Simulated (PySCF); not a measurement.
# UPBE/STO-3G run of CBrF (SMILES F[C]Br)

What is the vertical triplet–singlet gap of CBrF at UPBE/STO-3G? 

The results are computed with PySCF 2.14.0.

10 further runs of the same task are left out: 1 that didn't finish, 9 set aside as unsound or not needed.

**1. The molecule**

CBrF: 3 atoms, total charge 0, spin state triplet. SMILES: `F[C]Br`. The coordinates come from a GFN2-xTB relaxation.

Bond lengths: F1–C2 1.319 Å, C2–Br3 1.810 Å. Angles: F1–C2–Br3 124.5°.

**2. The energy at UPBE/STO-3G**

Input file job.py:

```python
# F[C]Br
from pyscf import gto, dft

mol = gto.M(
    atom=[
    ('F', (0.230030, 1.270470, 0.267290)),
    ('C', (-0.411350, 0.216990, -0.201130)),
    ('Br', (0.181320, -1.487460, -0.066150)),
],
    verbose=3,
    basis='sto-3g',
    max_memory=1860,
    spin=2,
)

calc0 = dft.UKS(mol, xc='pbe')
calc0.conv_tol = 1e-10
calc0.grids.level = 5
calc0.kernel()
if not calc0.converged:
    calc0 = calc0.newton().run(calc0.mo_coeff, calc0.mo_occ)

e_final = calc0.e_tot
print('E = %.10f Eh' % e_final)
```

Launch:

```bash
$ OMP_NUM_THREADS=1 python job.py
```

The log of the run:

```text
WARN: HOMO -0.190114700379757 >= LUMO -0.311057211945866

WARN: HOMO -0.0611866320039018 >= LUMO -0.0698996018675699

WARN: HOMO -0.013386327211494 >= LUMO -0.0184532694119756

WARN: HOMO -0.0178297447924836 >= LUMO -0.0196778077393976

WARN: HOMO -0.0174618489598945 >= LUMO -0.019275403735868

WARN: HOMO -0.0175745513776318 >= LUMO -0.0187709346335263

WARN: HOMO -0.017618997552405 >= LUMO -0.0187328191518262

WARN: HOMO -0.0176213023301229 >= LUMO -0.0187386760479592

WARN: HOMO -0.0176215828281917 >= LUMO -0.0187392702024728

WARN: HOMO -0.0176215499681702 >= LUMO -0.0187391871636337

converged SCF energy = -2681.31017147443  <S^2> = 2.0019372  2S+1 = 3.0012912
E = -2681.3101714744 Eh
```

Wall time 5.1 s (1 thread of Arm Neoverse V1, shared host); peak memory 0.24 GiB.

**3. The singlet at the same level**

Input file geometry.xyz:

```xyz
3
CBrF
F      0.230030     1.270470     0.267290
C     -0.411350     0.216990    -0.201130
Br     0.181320    -1.487460    -0.066150
```

Input file calc.py:

```python
from pyscf import gto, dft

mol = gto.M(
    atom='geometry.xyz',
    basis='sto-3g',
    max_memory=1860,
    verbose=3,
)

mf = dft.RKS(mol)
mf.xc = 'pbe'
mf.conv_tol = 1e-10
mf.grids.level = 5
mf.kernel()
if not mf.converged:
    mf = mf.newton().run(mf.mo_coeff, mf.mo_occ)

etot = mf.e_tot
print('Final energy', etot)
```

Launch:

```bash
$ OMP_NUM_THREADS=1 python calc.py
```

The log of the run:

```text
converged SCF energy = -2681.33420206016
Final energy -2681.334202060162
```

Run time: 3.3 s. Hardware: 1 thread of Arm Neoverse V1, shared host; peak memory 0.23 GiB.

**4. Results**

At UPBE/STO-3G:

| quantity | value |
| --- | --- |
| triplet: total energy | -2681.31017 Eh |
| triplet: dipole moment | 0.54 D |
| triplet: HOMO energy (highest over α and β) | -0.48 eV |
| triplet: ⟨S²⟩ | 2.002 |
| singlet: total energy | -2681.33420 Eh |
| singlet: dipole moment | 1.61 D |
| singlet: HOMO energy | -1.11 eV |
| singlet: LUMO energy | 0.13 eV |
| singlet: HOMO–LUMO gap | 1.23 eV |
| vertical energy of the singlet above the triplet | -0.654 eV |

In words: At this shape the singlet lies 0.65 eV (63.1 kJ/mol) below the triplet. In a minimal basis such a difference can be off by several eV, whatever the method. Mulliken charges (triplet) run from -0.09 on C2 to +0.08 on Br3; they depend strongly on the basis. Mulliken charges (singlet) run from -0.09 on C2 to +0.07 on Br3; they depend strongly on the basis.
